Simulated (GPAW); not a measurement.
The system is InSe2.

```
In Se
1.0
     3.89489    0.00000    0.00000
     0.00000    3.89489    0.00000
     0.00000    0.00000    9.62623
In Se
2 4
Direct
  0.50000 0.00000 0.29353
  0.00000 0.50000 0.70647
  0.50000 0.50000 0.00000
  0.00000 0.00000 0.00000
  0.50000 0.00000 0.63379
  0.00000 0.50000 0.36621
```

The cell comes from a database or a generator and needn't be the stable form of this composition.

Base run:

| Property | Result |
| --- | --- |
| Program | GPAW 26.7.0 |
| Functional | PBE |
| Potentials or basis | GPAW PAW data sets (gpaw-data 1.2.1) |
| Cutoff | 600 eV |
| Basis | pw |
| k mesh | 6 × 6 × 3 |
| Occupations | fermi-dirac, width 0.05 eV |
| Spin | no spin polarisation |

Its results: pressure -0.4 GPa; largest force 0.065 eV/Å.

**Question.** The run is repeated on the same cell with these changes: functional from PBE to LDA; potentials or basis from GPAW PAW data sets (gpaw-data 1.2.1) to the program's PAW data sets (release 1.2.1) made for this functional. What comes out?

**Answer.** Pressure -5.2 GPa; largest force 0.117 eV/Å.

Not every run made on this cell is shown here.
